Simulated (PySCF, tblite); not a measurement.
# C₆H₈NO radical: geometry, infrared bands and EPR parameters

What infrared bands and EPR parameters should C₆H₈NO radical (`C1=C(C2CC2)OC[N]1`) show?

The runs use tblite 0.8.0 and PySCF 2.14.0, with density-fitted response routines of our own; the level of theory stands in each step. All values are computed, except where a source is named. Atoms are numbered from 0 throughout.

## Step 1: The molecule as given

16 atoms, charge 0, multiplicity 2; geometry from: force field or distance geometry start.

Bonds of the start (Å): C0–C1 1.34, C1–C2 1.48, C2–C3 1.49, C3–C4 1.52, C1–O5 1.39, O5–C6 1.42, C6–N7 1.46, N7–C0 1.42, C4–C2 1.51, C0–H8 1.09, C2–H9 1.11, C3–H10 1.11, C3–H11 1.12, C4–H12 1.10, C4–H13 1.11, C6–H14 1.13, C6–H15 1.10.

## Step 2: Optimising the geometry with GFN2-xTB

What the job is given:

```
{"job": {"kind": "relax", "xc": "GFN2-xTB", "basis": "xTB"}, "charge": 0, "multiplicity": 2}
C      0.963500     0.090800     1.194200
C      0.437800     0.050000    -0.034600
C     -0.976900     0.213100    -0.439300
C     -1.983700    -0.832100    -0.101700
C     -1.961700     0.474700     0.676800
O      1.511200    -0.202600    -0.874300
C      2.751200     0.013500    -0.219600
N      2.364000    -0.113700     1.179800
H      0.393800     0.268600     2.108800
H     -1.119800     0.801300    -1.370800
H     -2.919300    -0.981400    -0.673400
H     -1.700400    -1.758700     0.462100
H     -1.674200     0.380800     1.738900
H     -2.733100     1.233400     0.425800
H      3.110900     1.081100    -0.317100
H      3.529200    -0.709700    -0.499500
```

Launch:

```console
$ OMP_NUM_THREADS=1 python probes_run.py task.json out
```

One launch serves the whole session: the jobs run in the order shown.

Log:

```text
step      E/eV     max force
  0    -647.79078    3.908
  1    -648.26692    1.444
  2    -648.42705    1.487
  3    -648.50771    0.712
  4    -648.55279    0.489
  5    -648.58792    0.487
  6    -648.61931    0.642
  7    -648.65495    0.592
  8    -648.68651    0.389
  9    -648.70860    0.374
 10    -648.72364    0.296
 11    -648.73428    0.276
 12    -648.74338    0.228
 13    -648.75268    0.208
 14    -648.75932    0.210
 15    -648.76339    0.193
 16    -648.76673    0.145
 17    -648.77078    0.163
 18    -648.77497    0.154
 19    -648.77858    0.170
 20    -648.78172    0.146
 21    -648.78510    0.134
 22    -648.78870    0.150
 23    -648.79136    0.120
 24    -648.79284    0.126
 25    -648.79410    0.107
 26    -648.79580    0.100
 27    -648.79787    0.118
 28    -648.79993    0.103
 29    -648.80170    0.107
 30    -648.80328    0.097
 31    -648.80484    0.105
 32    -648.80638    0.105
 33    -648.80771    0.096
 34    -648.80888    0.090
 35    -648.81005    0.077
 36    -648.81131    0.090
 37    -648.81250    0.079
 38    -648.81334    0.050
 39    -648.81383    0.053
 40    -648.81422    0.054
 41    -648.81466    0.051
 42    -648.81513    0.048
 43    -648.81561    0.054
 44    -648.81608    0.055
 45    -648.81657    0.055
 46    -648.81710    0.056
 47    -648.81766    0.061
 48    -648.81830    0.074
 49    -648.81908    0.076
 50    -648.81998    0.078
 51    -648.82080    0.080
 52    -648.82135    0.079
 53    -648.82178    0.071
 54    -648.82227    0.063
 55    -648.82308    0.069
 56    -648.82387    0.062
 57    -648.82450    0.050
 58    -648.82499    0.056
 59    -648.82542    0.048
 60    -648.82580    0.049
 61    -648.82614    0.043
 62    -648.82646    0.043
 63    -648.82681    0.046
 64    -648.82719    0.055
 65    -648.82761    0.068
 66    -648.82813    0.070
 67    -648.82881    0.073
 68    -648.82968    0.074
 69    -648.83059    0.086
 70    -648.83140    0.087
 71    -648.83213    0.064
 72    -648.83292    0.079
 73    -648.83413    0.086
 74    -648.83528    0.086
 75    -648.83619    0.068
 76    -648.83680    0.044
 77    -648.83714    0.047
 78    -648.83734    0.036
 79    -648.83750    0.047
 80    -648.83765    0.036
 81    -648.83778    0.025
 82    -648.83784    0.015
 83    -648.83789    0.019
 84    -648.83795    0.020
 85    -648.83799    0.012
 86    -648.83801    0.009
```

Wall time 0.42 s (1 thread of AMD EPYC 9B14, shared host).

Relaxation path: (not every step is listed)

| step | energy from step 0 (eV) | largest force (eV/Å) |
| --- | --- | --- |
| 0 | 0.0000 | 3.9081 |
| 1 | -0.4761 | 1.4440 |
| 2 | -0.6363 | 1.4875 |
| 3 | -0.7169 | 0.7117 |
| 4 | -0.7620 | 0.4894 |
| 5 | -0.7971 | 0.4868 |
| 6 | -0.8285 | 0.6423 |
| 7 | -0.8642 | 0.5920 |
| 8 | -0.8957 | 0.3886 |
| 15 | -0.9726 | 0.1928 |
| 22 | -0.9979 | 0.1498 |
| 29 | -1.0109 | 0.1070 |
| 36 | -1.0205 | 0.0904 |
| 43 | -1.0248 | 0.0540 |
| 50 | -1.0292 | 0.0784 |
| 57 | -1.0337 | 0.0502 |
| 64 | -1.0364 | 0.0553 |
| 71 | -1.0413 | 0.0642 |
| 78 | -1.0466 | 0.0355 |
| 81 | -1.0470 | 0.0254 |
| 82 | -1.0471 | 0.0149 |
| 83 | -1.0471 | 0.0191 |
| 84 | -1.0472 | 0.0196 |
| 85 | -1.0472 | 0.0121 |
| 86 | -1.0472 | 0.0091 |

Close pairs (by a distance rule), those that changed most:

```csv
bond,before (Å),after (Å),change (Å)
C0–N7,1.415,1.315,-0.100
C0–C1,1.337,1.393,+0.056
C3–H11,1.121,1.079,-0.042
C6–N7,1.458,1.416,-0.041
C3–C4,1.521,1.489,-0.032
C4–H13,1.111,1.079,-0.032
C6–H14,1.131,1.101,-0.030
C2–H9,1.111,1.082,-0.028
```

The next job starts from the end point, and lists it.

## Step 3: Infrared spectrum with GFN2-xTB

What the job is given:

```
{"job": {"kind": "ir", "xc": "GFN2-xTB", "basis": "xTB"}, "charge": 0, "multiplicity": 2}
C      1.020321    -0.262415     1.210192
C      0.434770     0.073377    -0.008097
C     -0.951406     0.159425    -0.435307
C     -1.975166    -0.802945     0.124925
C     -2.012261     0.628317     0.535296
O      1.424126     0.354503    -0.897719
C      2.646716     0.176895    -0.173317
N      2.333163    -0.211859     1.152081
H      0.517457    -0.534669     2.117665
H     -1.055306     0.453016    -1.471947
H     -2.734392    -1.168280    -0.549490
H     -1.633003    -1.534228     0.840608
H     -1.694520     0.885355     1.533741
H     -2.798017     1.258413     0.148127
H      3.213303     1.120642    -0.190159
H      3.256618    -0.586601    -0.680527
```

Log:

```text
mode    cm-1     km/mol
  1      68.2      0.07
  2     141.1      0.04
  3     169.1      0.05
  4     292.1     16.47
  5     386.4     11.07
  6     388.7      1.19
  7     587.2      0.10
  8     616.1      0.51
  9     798.9      1.23
 10     806.1      0.10
 11     835.8      1.19
 12     860.0      2.01
 13     900.8     13.74
 14     920.5      0.21
 15     945.4     98.70
 16     984.6      9.17
 17    1002.0     25.32
 18    1031.4     21.01
 19    1051.6      9.32
 20    1063.9      2.18
 21    1066.8     21.32
 22    1084.2      1.12
 23    1100.4      1.16
 24    1152.3      0.27
 25    1175.7     10.31
 26    1183.9     18.39
 27    1241.6      0.36
 28    1281.6     35.53
 29    1382.4     32.15
 30    1411.4     38.31
 31    1429.1      0.33
 32    1451.1     19.42
 33    1471.3     20.84
 34    1480.1     28.33
 35    2818.5     25.00
 36    2876.6     42.89
 37    3065.6     10.01
 38    3092.3     13.55
 39    3094.0     17.04
 40    3101.5      6.10
 41    3119.1     40.22
 42    3160.9     18.27
```

It took 0.39 s on 1 thread of AMD EPYC 9B14, shared host.

Which atoms move in the most intense modes:

```
cm⁻¹  km/mol                                   atoms
 945    98.7               O5 33 %, C6 30 %, C0 11 %
1002    25.3      C2 22 %, C3 13 %, C4 13 %, O5 11 %
1282    35.5    C1 16 %, O5 13 %, H14 11 %, H15 11 %
1382    32.1               C2 25 %, C1 22 %, H9 16 %
1411    38.3    C0 33 %, N7 23 %, H15 17 %, H14 17 %
1480    28.3      C1 21 %, C2 18 %, C4 12 %, C3 11 %
2877    42.9                      H14 49 %, H15 47 %
3119    40.2  H12 29 %, H11 26 %, H13 17 %, H10 15 %
```

## Step 4: g tensor and hyperfine couplings: B3LYP/pcH-1

The job, as its differences from that of step 3:

```diff
@@ -1,2 +1,2 @@
-{"job": {"kind": "ir", "xc": "GFN2-xTB", "basis": "xTB"}, "charge": 0, "multiplicity": 2}
+{"job": {"kind": "epr", "basis": "pcH-1"}, "charge": 0, "multiplicity": 2}
 C      1.020321    -0.262415     1.210192
```

Method: UKS B3LYP, pcH-1 on C H N O, non-relativistic, mean-field spin-orbit, GIAO.

Log:

```text
UKS, coarse grid
  cycle   1  E = -363.28220318  |g| = 4.46e-01
  cycle   2  E = -363.18997020  |g| = 6.79e-01
  cycle   3  E = -363.35894500  |g| = 9.80e-02
  cycle   4  E = -363.36249778  |g| = 4.83e-02
  cycle   5  E = -363.36362363  |g| = 1.46e-02
  cycle   6  E = -363.36371629  |g| = 1.08e-02
  cycle   7  E = -363.36377797  |g| = 2.62e-03
  cycle   8  E = -363.36378849  |g| = 1.76e-03
  cycle   9  E = -363.36379063  |g| = 3.25e-04
UKS, final grid
  cycle   1  E = -363.36377435  |g| = 4.09e-04
  cycle   2  E = -363.36377426  |g| = 6.55e-04
  cycle   3  E = -363.36377444  |g| = 7.94e-05
  cycle   4  E = -363.36377444  |g| = 3.78e-05
  cycle   5  E = -363.36377444  |g| = 1.90e-05
E = -363.36377444 Eh   <S^2> = 0.7652 (exact 0.7500)
g shifts (ppm)      1          2          3
  rmc          -222       -222       -222
  gc            -11         51         40
  oz_so         -45       2486       2939
  total        -278       2315       2758
hyperfine (MHz)  atom isotope    a_iso     a_fc   dipolar eigenvalues
    0   13C     -32.38     -32.38    -13.06      4.83      8.23
    1   13C      40.51      40.51    -42.23    -41.13     83.36
    2   13C     -20.30     -20.30     -0.99     -0.58      1.56
    3   13C      29.39      29.39     -4.30     -4.25      8.55
    4   13C      29.42      29.42     -4.29     -4.25      8.54
    5   17O     -16.39     -16.39    -52.93     25.45     27.47
    6   13C     -30.82     -30.82     -1.63      0.03      1.60
    7   14N      18.94      18.94    -22.51    -22.36     44.88
    8    1H       1.52       1.52     -4.47      0.86      3.61
    9    1H       0.57       0.57     -2.79     -1.87      4.67
   10    1H       6.25       6.25     -2.49     -1.09      3.59
   11    1H      -3.23      -3.23     -3.46     -0.77      4.24
   12    1H      -3.22      -3.22     -3.47     -0.77      4.24
   13    1H       6.28       6.28     -2.49     -1.10      3.59
   14    1H     116.37     116.37     -3.71     -1.29      5.00
   15    1H     116.52     116.52     -3.71     -1.29      4.99
```

It took 47 s on 1 thread of AMD EPYC 9B14, shared host; peak memory 0.96 GiB.

Principal g values 2.00204, 2.00463, 2.00508; g(iso) = 2.00392, against 2.00232 for a free electron.

Hyperfine couplings; where a row names several nuclei, a(iso) is their mean (it holds for fast rotation or exchange) and the dipolar term the largest among them:

| nuclei | isotope | a(iso) (MHz) | a(iso) (G, at g = 2.0023) | largest dipolar term (MHz) |
| --- | --- | --- | --- | --- |
| H14, H15 | 1H | 116.4 | 41.5 | 5.0 |
| C1 | 13C | 40.5 | 14.5 | 83.4 |
| C0 | 13C | -32.4 | -11.6 | -13.1 |
| C6 | 13C | -30.8 | -11.0 | -1.6 |
| C3, C4 | 13C | 29.4 | 10.5 | 8.6 |
| C2 | 13C | -20.3 | -7.2 | 1.6 |
| N7 | 14N | 18.9 | 6.8 | 44.9 |
| O5 | 17O | -16.4 | -5.8 | -52.9 |
| H10, H13 | 1H | 6.3 | 2.2 | 3.6 |
| H11, H12 | 1H | -3.2 | -1.2 | 4.2 |
| H8 | 1H | 1.5 | 0.5 | -4.5 |
| H9 | 1H | 0.6 | 0.2 | 4.7 |

Mulliken spin populations:

C0 -0.12; C1 0.47; C2 -0.05; C3 0.04; C4 0.04; O5 0.11; C6 -0.06; N7 0.45; H8 0.00; H9 0.00; H10 0.00; H11 0.00; H12 0.00; H13 0.00; H14 0.06; H15 0.06

In first order the couplings over 0.8 MHz of 1H, 14N give 162 distinct lines over 103.9 G, if the averaged nuclei exchange fast; the same motion can average rows kept apart here too.

Orbitals, density, ELF and potential are computed afterwards from the orbital file.

ELF in a plane through or near 8 of the atoms.

Ten even steps from '0' (0.00) to '9' (1.00):
```
0000000000000000000000000000
0000000000000000000000000000
0000000000000000000000000000
0000000000000017750000000000
0000000002430059994000000000
0000000027883069994000000000
0000011027883049982000000000
0000035357565354351000000000
0000157417671293364420000000
0000034133043175468851000000
0000002796269731148962000000
0000014725724510014642000000
0000168967726850000110000000
0000168985279991000000000000
0000037862079993000000000000
0000001210039981000000000000
0000000000004420000000000000
0000000000000000000000000000
0000000000000000000000000000
0000000000000000000000000000
```
The map spans 11.7 Å across and 9.2 Å up, centred on the molecule. Atoms in the plane (x, y in Å): C0 (-1.0, -1.1), C1 (-0.4, 0.2), C2 (0.9, 0.7), O5 (-1.5, 1.1), C6 (-2.7, 0.3), N7 (-2.3, -1.1), H8 (-0.4, -2.0), H9 (1.0, 1.8).

On the surface of density 0.002 e/bohr³ the electrostatic potential runs, from the 1st to the 99th percentile, from -1.90 V near N7 to 1.03 V near H8.

The spin density lies nearest to N7 32 %; C1 30 %; O5 11 %.

## Step 5: What came out

```
                                                                  quantity                      value
                                 strongest single infrared mode (GFN2-xTB)        945 cm⁻¹, 99 km/mol
                                              zero-point energy (GFN2-xTB)              80.2 kcal/mol
                                                            g(iso) (B3LYP)                    2.00392
                                                                      ⟨S²⟩         0.765 (exact 0.75)
                                        largest a(iso) (averaged by class)  1H on H14, H15, 116.4 MHz
potential on the surface of density 0.002 e/bohr³, 1st and 99th percentile         -1.90 V and 1.03 V
```

What this shows: The optimisation took 86 steps and gained 1.047 eV; among the close pairs (by a distance rule), C0–N7 changed most, from 1.415 to 1.315 Å. All 42 modes are real, so the xTB geometry is a minimum. The strongest single mode, at 945 cm⁻¹, is carried by O5, C6, C0. Unscaled tight-binding wavenumbers are off by several per cent, some by more. Its intensities can rank the bands wrongly. The largest spin populations lie on C1 (0.47 e), N7 (0.45 e). The isotropic g lies 1.6 ppt above the free-electron value. These values are for one conformer; the search (at its own cheap level) found 1 more, at 0.05 kcal/mol, and measured spectra average over such forms.
